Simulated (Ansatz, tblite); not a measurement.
# The cluster Al3O3+: rung by rung

Aim: run the singlet of the cluster Al3O3+ at one geometry on many levels, and compare frontier levels, spin and run time.

Program: Ansatz 0.2.0, Gaussian basis. Level of theory: as each input shows. These are calculated values, not measurements.

Levels to be run: GFN1-xTB, GFN2-xTB, PBE-D4/def2-TZVP, r2SCAN-D4/def2-TZVP, BLYP-D4/def2-TZVP, LDA/def2-TZVP, B3LYP-D4/def2-TZVP, PBE-D4/def2-SVP, PBE0-D4/def2-SVP, HF/STO-3G, CCSD(T)/def2-TZVPP, MP2/def2-TZVP.

2 further runs of the same task are left out: 2 set aside as unsound or not needed. Runs told in other sessions of the task aren't counted.

**1. The geometry**

The singlet was relaxed beforehand with r2SCAN-D4/def2-SVP. At that level it is the lowest of the isomers that a small search found.

6 atoms, charge 1, spin multiplicity 1.

Bond lengths: Al1–O4 1.720 Å, Al1–O6 1.720 Å, Al2–O4 1.720 Å, Al2–O5 1.720 Å, Al3–O5 1.720 Å, Al3–O6 1.720 Å. Angles: O4–Al1–O6 118.5°, O4–Al2–O5 118.5°, O5–Al3–O6 118.5°, Al1–O4–Al2 121.5°, Al2–O5–Al3 121.5°, Al1–O6–Al3 121.5°.

As a file:

```csv
atom,x (Å),y (Å),z (Å)
Al1,0.8501,1.5098,0.0436
Al2,0.8831,-1.4905,-0.0628
Al3,-1.7330,-0.0196,0.0195
O4,1.7066,0.0194,-0.0190
O5,-0.8372,-1.4869,-0.0429
O6,-0.8696,1.4678,0.0616
```

The ion is computed in the gas phase, without counter-ions or solvent.

PBE0-D4/def2-TZVP was run before; its log isn't repeated, and its numbers join the tables.

**2. GFN1-xTB**

Tight binding, by tblite at 300 K electronic temperature and without a spin-polarisation term:

```python
tblite.interface.Calculator('GFN1-xTB', numbers, positions, charge=1, uhf=0).singlepoint()
```

Energy -482.1773 eV, HOMO -16.35 eV, LUMO -15.22 eV; 0.005 s.

**3. GFN2-xTB**

Tight binding, by tblite at 300 K electronic temperature and without a spin-polarisation term:

```python
tblite.interface.Calculator('GFN2-xTB', numbers, positions, charge=1, uhf=0).singlepoint()
```

Energy -414.0060 eV, HOMO -16.35 eV, LUMO -15.04 eV; 0.006 s.

**4. PBE-D4/def2-TZVP**

start.molden holds the orbitals of an earlier run on this state, given as this run's starting guess.

File in.yaml:

```yaml
crystal:
  periodic: [false, false, false]
  atoms:
    - {symbol: Al, position_ang: [0.850056, 1.509842, 0.043630]}
    - {symbol: Al, position_ang: [0.883104, -1.490482, -0.062831]}
    - {symbol: Al, position_ang: [-1.733025, -0.019647, 0.019494]}
    - {symbol: O, position_ang: [1.706637, 0.019400, -0.019033]}
    - {symbol: O, position_ang: [-0.837161, -1.486895, -0.042852]}
    - {symbol: O, position_ang: [-0.869610, 1.467772, 0.061583]}
basis:
  gaussian: {orbitals: def2-TZVP, initial_orbitals: start.molden}
total_charge: 1
hamiltonian: {xc: pbe, dispersion: d4}
scf: {omitted_lower_state_checks: [starts]}
output: {forces: true, orbitals: {seedname: orbitals}}
```

Launch:

```
$ ansatz run in.yaml --threads 4 --pin off --events-out ev --progress --plain --max-ram 4787MiB
```

Further steps of the session: r2SCAN-D4/def2-TZVP; BLYP-D4/def2-TZVP; LDA/def2-TZVP; B3LYP-D4/def2-TZVP; PBE-D4/def2-SVP; PBE0-D4/def2-SVP; HF/STO-3G; CCSD(T)/def2-TZVPP; MP2/def2-TZVP.

**Question.** What will the summary of the whole plan be? Wanted: gap in def2-TZVP, named functionals, smallest and largest; correlation energy, CCSD(T)/def2-TZVPP; correlation energy, MP2/def2-TZVP; PBE0 total energy, smallest basis above largest.

**Answer**, as computed:

```
                                                 quantity                                 value
gap in def2-TZVP, named functionals, smallest and largest  1.24 eV (BLYP-D4), 2.21 eV (PBE0-D4)
                   correlation energy, CCSD(T)/def2-TZVPP                             -26.24 eV
                        correlation energy, MP2/def2-TZVP                             -25.42 eV
          PBE0 total energy, smallest basis above largest        14.83 eV (def2-SVP, def2-TZVP)
```

In words: Over the named functionals in def2-TZVP the gap runs from 1.24 eV (BLYP-D4) to 2.21 eV (PBE0-D4); exact exchange widens it. Notes on CCSD(T)/def2-TZVPP: large T1 diagnostic, state flagged by the program.
